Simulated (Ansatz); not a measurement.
This script makes a comparison of functionals at one structure of BC5, space group P3m1 with the Ansatz DFT code, driven from Python.

`xc_bc5.py`
```python
"""One structure of BC5 under several functionals."""

import warnings

import ansatz as az
from pymatgen.core import Lattice, Structure
from pymatgen.io.ase import AseAtomsAdaptor

CUTOFF_EV = 420
K_LENGTH = 24
SMEARING = "gaussian"
SMEARING_WIDTH = 0.1

warnings.simplefilter("ignore", az.DeckWarning)

pmg_structure = Structure(
    Lattice([(2.55155, 0.0, 0.0), (-1.27578, 2.20971, 0.0), (0.0, 0.0, 6.39966)]),
    ["B", "C", "C", "C", "C", "C"],
    [
        (1 / 3, 2 / 3, 0.00759),
        (1 / 3, 2 / 3, 0.25951),
        (2 / 3, 1 / 3, 0.33903),
        (0.0, 0.0, 0.66456),
        (2 / 3, 1 / 3, 0.58136),
        (0.0, 0.0, 0.89894),
    ],
)
crystal = az.Crystal.from_ase(AseAtomsAdaptor.get_atoms(pmg_structure))

base = (
    crystal.calculation()
    .pseudopotentials("paw", azcp={"folder": "soft_1"})
    .basis(CUTOFF_EV)
    .kpoints(length=K_LENGTH)
    .occupations(SMEARING, width=SMEARING_WIDTH)
    .forces()
    .stress()
)

rows = []
for value in ["blyp", "pbe", "revpbe", "rpbe"]:
    report = base.functional(value).run(threads=1, backend="cpu").report
    rows.append((value, report["free_energy_ev"] / len(report["lattice"]["sites"]), report["n_iterations"], sum(report["stress_gpa"][i][i] for i in range(3)) / 3, max(abs(f) for row in report["forces_ev_ang"] for f in row), report["n_kpoints"]))

print("  functional   F/atom (eV)    iterations       P (GPa)  max component (eV/A)      k-points")
for row in rows:
    print(f"{str(row[0]):>12s}  {row[1]:12.5f}  {row[2]:12d}  {row[3]:12.3f}  {row[4]:20.4f}  {row[5]:12d}")
```

Which functional puts this cell under the lowest pressure, and which under the highest?

From lowest to highest: PBE (-0.5 GPa), revPBE (3.7 GPa), RPBE (5.1 GPa) and BLYP (7.6 GPa). At a fixed cell a lower pressure usually means a smaller equilibrium volume, so PBE prefers the smallest cell and BLYP the largest.

The run itself:

Running `python xc_bc5.py` prints:
```text
  functional   F/atom (eV)    iterations       P (GPa)  max component (eV/A)      k-points
        blyp    -235.50913             8         7.624                0.1791            58
         pbe    -234.84954             8        -0.525                0.0348            58
      revpbe    -235.73423             8         3.731                0.0315            58
        rpbe    -236.06750             8         5.082                0.0297            58
```

What to keep in mind:
- BLYP can be off by several per cent in the lattices of metals, and by several GPa in the pressure at a fixed cell.
- For a metal this k-point mesh is coarse: on a finer one energies can move by several to tens of meV an atom and pressures by half a GPa or more, differences at one mesh by less.
- Pressure is positive in compression.
- The structure comes from a database of computed cells and needn't be a stable or known phase.
- Total energies of different functionals can't be compared; pressures, moments and gaps at this one structure can.
- By the engine's processor time: 13 s on 1 thread of Intel(R) Xeon(R) Processor @ 2.30GHz, on a shared host, peak memory 0.56 GiB.
